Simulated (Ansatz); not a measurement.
# InSiH3ClO (SMILES [SiH3][O][In][Cl]): UHF/STO-3G

What is the vertical ionisation energy of InSiH3ClO at UHF/STO-3G? 

The results are computed with Ansatz 0.2.0.

113 further runs of the same task are left out: 113 set aside as unsound or not needed.

### 1 The structure to begin with

InSiH3ClO has 7 atoms, charge 0, and is taken as a doublet. SMILES: `[SiH3][O][In][Cl]`. The shape is that of a PBE0-D4/def2-TZVP optimisation. This is one conformer, not always the lowest.

Bond lengths: Si1–O2 1.634 Å, O2–In3 1.993 Å, In3–Cl4 2.351 Å, Si1–H5 1.491 Å, Si1–H6 1.486 Å, Si1–H7 1.491 Å. Angles: Si1–O2–In3 137.3°, O2–In3–Cl4 115.6°, O2–Si1–H5 111.6°, O2–Si1–H6 108.5°, O2–Si1–H7 111.6°, H5–Si1–H6 108.8°, H5–Si1–H7 107.5°, H6–Si1–H7 108.8°.

### 2 A single-point energy at UHF/STO-3G

File in.yaml:

```yaml
crystal:
  periodic: [false, false, false]
  atoms:
    - {symbol: Si, position_ang: [0.016600, 1.144600, 0.460800]}
    - {symbol: O, position_ang: [0.203700, -0.441600, 0.114500]}
    - {symbol: In, position_ang: [-0.437600, -1.723300, -1.270600]}
    - {symbol: Cl, position_ang: [0.330700, -3.933200, -1.041200]}
    - {symbol: H, position_ang: [0.496200, 2.009500, -0.655300]}
    - {symbol: H, position_ang: [0.803700, 1.457800, 1.681900]}
    - {symbol: H, position_ang: [-1.413400, 1.486100, 0.709900]}
basis:
  gaussian:
    orbitals: STO-3G
magnetization:
  spin_polarized: true
  initial_magnetization: 1
hamiltonian:
  xc: hf
accuracy: high
output: {orbitals: {seedname: orbitals}}
```

The run is started by

```bash
$ ansatz run in.yaml --threads 1 --pin off --max-ram 3480MiB --events-out events.jsonl --progress --plain --runs-dir runs
```

The program printed:

```text
Warning: RAYON_NUM_THREADS=1 ignored (pool sized by the plan → 1); use --threads N
Functional definition: HF
  name "HF"
  exchange = exact_x
  correlation = 0
1015 factors; integrals over basis functions are off by at most 3.3e-8 eV
mean field evaluation 1: about -176836.6536 eV, gradient 1.8e1 eV
mean field evaluation 2: about -176836.7458 eV, gradient 1.8e1 eV
mean field evaluation 4: about -176839.7595 eV, gradient 1.9e0 eV
mean field evaluation 8: about -176839.8343 eV, gradient 2.2e-3 eV
mean field evaluation 16: about -176831.9265 eV, gradient 1.7e1 eV
mean field -176839.82998301 eV, -6498.7438855338 hartree, gradient 2.3e-8 eV, S^2 0.762714; 0 other end points of the search recorded, 0 dependent functions left out
reference -176839.82998301 eV, -6498.7438855338 hartree; 46, 45 occupied and 7, 8 virtual orbitals, 1015 factors
Total energy: -176839.82998301 eV, -6498.7438855338 hartree
```

Wall time 2.1 s (1 thread of Arm Neoverse V2, shared host); peak memory 0.21 GiB.

### 3 The singlet cation, same level

File job.yaml:

```yaml
crystal:
  periodic: [false, false, false]
  atoms:
    - {symbol: Si, position_ang: [0.016600, 1.144600, 0.460800]}
    - {symbol: O, position_ang: [0.203700, -0.441600, 0.114500]}
    - {symbol: In, position_ang: [-0.437600, -1.723300, -1.270600]}
    - {symbol: Cl, position_ang: [0.330700, -3.933200, -1.041200]}
    - {symbol: H, position_ang: [0.496200, 2.009500, -0.655300]}
    - {symbol: H, position_ang: [0.803700, 1.457800, 1.681900]}
    - {symbol: H, position_ang: [-1.413400, 1.486100, 0.709900]}
basis:
  gaussian: {orbitals: STO-3G}
total_charge: 1
hamiltonian: {xc: hf}
accuracy: high
output: {orbitals: {seedname: orbitals}}
```

The run is started by

```bash
$ ansatz run job.yaml --threads 1 --pin off --max-ram 3480MiB --events-out events.jsonl --progress --plain --runs-dir runs
```

The program printed:

```text
Warning: RAYON_NUM_THREADS=1 ignored (pool sized by the plan → 1); use --threads N
Functional definition: HF
  name "HF"
  exchange = exact_x
  correlation = 0
1015 factors; integrals over basis functions are off by at most 3.3e-8 eV
mean field evaluation 1: about -176828.8534 eV, gradient 3.3e1 eV
mean field evaluation 2: about -176828.9050 eV, gradient 3.3e1 eV
mean field evaluation 4: about -176834.5308 eV, gradient 2.8e0 eV
mean field evaluation 8: about -176834.5977 eV, gradient 1.5e-1 eV
mean field -176834.59791129 eV, -6498.5516104443 hartree, gradient 3.7e-8 eV, S^2 0.000000; 0 other end points of the search recorded, 0 dependent functions left out
reference -176834.59791129 eV, -6498.5516104443 hartree; 45, 45 occupied and 8, 8 virtual orbitals, 1015 factors
Total energy: -176834.59791129 eV, -6498.5516104443 hartree
```

Wall time 1.3 s (1 thread of Arm Neoverse V2, shared host); peak memory 0.14 GiB.

### 4 Outcome

Level: UHF/STO-3G.

```
                                             quantity           value
                      doublet InSiH3ClO: total energy  -6498.74389 Eh
doublet InSiH3ClO: HOMO energy (highest over α and β)        -5.74 eV
 doublet InSiH3ClO: LUMO energy (lowest over α and β)         3.96 eV
                              doublet InSiH3ClO: ⟨S²⟩           0.763
                         singlet cation: total energy  -6498.55161 Eh
                          singlet cation: HOMO energy       -13.89 eV
                          singlet cation: LUMO energy        -4.65 eV
                        singlet cation: HOMO–LUMO gap         9.25 eV
   vertical ionisation energy (to the singlet cation)        5.232 eV
```

Removing an electron at fixed nuclei costs 5.23 eV (505 kJ/mol). Only the singlet of the ionised species was computed; a triplet could lie lower. In a minimal basis such a difference can be off by several eV, whatever the method. Relativity is left out (doublet InSiH3ClO) although the molecule holds a heavy atom. Relativity is left out (singlet cation) although the molecule holds a heavy atom.
